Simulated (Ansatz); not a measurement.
# GaP (zincblende type): a single-point run

Wanted: a converged single-point run for GaP (zincblende type), and a check of what comes out. The structure is shown as the input types it.

Program: Ansatz 0.2.0. Level of theory: DFT, PBE, PAW with Ansatz's default frozen-core files, scalar-relativistic. These are calculated values, not measurements.

## 1. The run

input.yaml reads:

```yaml
crystal:
  lattice:
    - [0.0, 2.5556628009, 2.5556628009]
    - [2.5556628009, 0.0, 2.5556628009]
    - [2.5556628009, 2.5556628009, 0.0]
  atoms:
    - { symbol: Xx, position: [0.0, 0.0, 0.0] }
    - { symbol: P, position: [0.25, 0.25, 0.25] }
kpoints:
  mp_grid: { grid: [12, 12, 12] }
  band_path:
    path:
      - [0.0, 0.0, 0.0]
      - [-0.5, -0.5, 0.0]
      - [-0.375, -0.375, 0.25]
      - [-0.375, 0.0, 0.375]
      - [0.0, 0.0, 0.0]
      - [0.0, 0.0, 0.5]
      - [-0.5, -0.25, 0.25]
      - [-0.5, -0.5, 0.0]
    npoints: 8
scf:
  occupations: { method: fermi_dirac, width: 0.1 }
  max_iter: 75
hamiltonian:
  xc: pbe
  pseudopotentials: { kind: paw }
output:
  forces: true
  stress: true
  eigenvalues: true
  populations: true
```

On the command line:

```sh
$ ansatz run input.yaml --threads 1 --pin off --max-ram 2048MiB --backend cpu --events-out ev --progress --plain --runs-dir out
```

What happens when this is run?

Nothing was computed: the input was turned down at the start. It says: «line 7 column 17: `Xx` is not an element symbol (H … Og, case-exact)»

One of the atoms is labelled with something that isn't a chemical symbol in the accepted spelling.

Remedy: mend the symbol.
